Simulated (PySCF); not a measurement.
# Ways to converge the SCF of Tl2 (triplet)

Aim: find out which solver settings change the answer for Tl2 (triplet).

Method: each script names its method and basis; program: PySCF 2.14.0.

3 further runs of the same task are left out: 1 for a known fault of the program, 2 that didn't finish.

## 1. The system as given

Tl2 (triplet): 2 atoms, charge 0, spin multiplicity 3.

Bond lengths: Tl1–Tl2 2.574 Å.

## 2. The base run

File input.py:

```python
from pyscf import gto, scf, mp

mol = gto.M(
    atom='Tl 0 0 0; Tl 0 0 2.574',
    basis='lanl2dz',
    ecp={'Tl': 'lanl2dz'},
    charge=0,
    spin=2,
    verbose=3,
)
mf = scf.UHF(mol)
mf.kernel()
mp.MP2(mf).kernel()
mf.dip_moment()
print('orbital energies (hartree):', [e[max(0, n-3):n+3].round(4) for e, n in zip(mf.mo_energy, mol.nelec)])
```

Started as:

```bash
> OMP_NUM_THREADS=1 python input.py
```

The log of this run is left out.

Base result: E(SCF) = -100.246860 Eh, E(MP2) − E(SCF) = -0.18782 Eh, ⟨S²⟩ = 2.003, μ = 0.00 D (of the SCF density).

The bond length is a typed value, not an optimised one. The triplet is typed in the script; nothing here shows that it is the ground state.

## 3. Second-order solver on

Edit 1 changes second-order solver: off → on.

File input.py:

```python
from pyscf import gto, scf, mp

mol = gto.M(
    atom='Tl 0 0 0; Tl 0 0 2.574',
    basis='lanl2dz',
    ecp={'Tl': 'lanl2dz'},
    charge=0,
    spin=2,
    verbose=3,
)
mf = scf.UHF(mol)
mf = mf.newton()
mf.kernel()
mp.MP2(mf).kernel()
mf.dip_moment()
print('orbital energies (hartree):', [e[max(0, n-3):n+3].round(4) for e, n in zip(mf.mo_energy, mol.nelec)])
```

Started as:

```bash
> OMP_NUM_THREADS=1 python input.py
```

## 4. Convergence threshold 1e-05 hartree

Edit 2 changes convergence threshold: default → 1e-05 hartree.

Changes to input.py since step 2:

```diff
@@ -11,2 +11,3 @@
 mf = scf.UHF(mol)
+mf.conv_tol = 1e-05
 mf.kernel()
```

## 5. Convergence threshold 1e-07 hartree

Edit 3 changes convergence threshold: default → 1e-07 hartree.

Changes to input.py since step 2:

```diff
@@ -11,2 +11,3 @@
 mf = scf.UHF(mol)
+mf.conv_tol = 1e-07
 mf.kernel()
```

## 6. Initial guess hcore

Edit 4 changes initial guess: minao → hcore.

Changes to input.py since step 2:

```diff
@@ -11,2 +11,3 @@
 mf = scf.UHF(mol)
+mf.init_guess = 'hcore'
 mf.kernel()
```

Before running it: what results should come out? Wanted: for each run, E(SCF); from base; after the SCF.

The runs gave:

```csv
run,E(SCF) (hartree),from base (eV),after the SCF
base,-100.246860,0,MP2 correlation -5.111 eV
second-order solver on,-99.440266,+21.9486,MP2 correlation -7.713 eV
convergence threshold 1e-05 hartree,-100.246860,0.0000,MP2 correlation -5.111 eV
convergence threshold 1e-07 hartree,-100.246860,0.0000,MP2 correlation -5.111 eV
initial guess hcore,-100.246860,0.0000,MP2 correlation -5.111 eV
```

**Reading.** The SCF energy stays the same, to the digits that matter, with convergence threshold 1e-05 hartree or convergence threshold 1e-07 hartree or initial guess hcore. With second-order solver on the SCF ends in another solution, 21.95 eV higher: the path to self-consistency decides the state here.
